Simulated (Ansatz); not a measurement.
# VBr3 (ReO3 type): equation of state and elastic constants

The task here is to estimate one member of a computed series from the others.

Method: DFT PBEsol, scalar-relativistic, plane waves, PAW, in Ansatz 0.2.0.

## Starting point

It takes space group Pm-3m (No. 221, cubic). Conventional cell: a = 4.995 Å, b = 4.995 Å, c = 4.995 Å, α = 90.00°, β = 90.00°, γ = 90.00°. Around V (site symmetry m-3m) lie 6 Br at 2.50 Å. Around Br (site symmetry 4/mmm) lie 2 V at 2.50 Å.

Structure file:

```cif
data_structure
_symmetry_space_group_name_H-M 'Pm-3m'
_symmetry_Int_Tables_number 221
_cell_length_a 4.9954
_cell_length_b 4.9954
_cell_length_c 4.9954
_cell_angle_alpha 90.000
_cell_angle_beta 90.000
_cell_angle_gamma 90.000
_cell_volume 124.65
loop_
_atom_site_label
_atom_site_type_symbol
_atom_site_symmetry_multiplicity
_atom_site_Wyckoff_symbol
_atom_site_fract_x
_atom_site_fract_y
_atom_site_fract_z
_atom_site_occupancy
V1 V 1 a 0.00000 0.00000 0.00000 1
Br1 Br 3 d 0.50000 0.00000 0.00000 1
```

An earlier run at PBEsol left this cell at 31.163 Å³/atom and 0.00 GPa (6×6×6 mesh).

Volume factors to run: 0.980, 1.020, 0.960, 1.040.

The first run:

Contents of input.yaml:

```yaml
crystal:
  lattice:
    - [4.9618381605, 0.0, 0.0]
    - [0.0, 4.9618381605, 0.0]
    - [0.0, 0.0, 4.9618381605]
  atoms:
    - { symbol: V, position: [0.0, 0.0, 0.0], spin: 1.92 }
    - { symbol: Br, position: [0.5, 0.0, 0.0] }
    - { symbol: Br, position: [0.0, 0.0, 0.5] }
    - { symbol: Br, position: [0.0, 0.5, 0.0] }
basis:
  ecutwfc: 420
  ecutrho_ratio: 4
kpoints:
  mp_grid: { grid: [6, 6, 6] }
hamiltonian:
  xc: pbesol
scf:
  occupations: { method: gaussian, width: 0.05 }
output:
  forces: true
  stress: true
  eigenvalues: true
  populations: true
magnetization:
  spin_polarized: true
```

Steps of the session up to this table: Volume × 0.980; Scaling the volume by 1.020; At 0.960 of the relaxed volume; Scaling the volume by 1.040.

One table of the session follows, with a row left open; its other results are not shown here.

It belongs to the step «Energy and pressure against volume». 

```
volume (Å³/atom)  energy (meV/atom)  pressure (GPa)  moment of atom 1 (μB)
          29.917               7.15            1.93                   1.71
          30.540               1.70            0.91                   1.73
          31.163               0.00            0.00                   1.75
          31.786                  ?               ?                      ?
          32.410               6.30           -1.54                   1.79
```

Q: Estimate the row for volume (Å³/atom) = 31.786 from the others.

Worked estimate for «energy (meV/atom)». A straight line through the neighbours (31.163, 0.00) and (32.410, 6.30) gives 0.00 + (6.30 − 0.00) × (31.786 − 31.163) / (32.410 − 31.163) = 3.15; a parabola fitted to 3 rows on both sides gives 1.53.

As computed: energy (meV/atom): 1.65; pressure (GPa): -0.82; moment of atom 1 (μB): 1.77. In «energy (meV/atom)» the line misses by +1.50 and the parabola by -0.12.
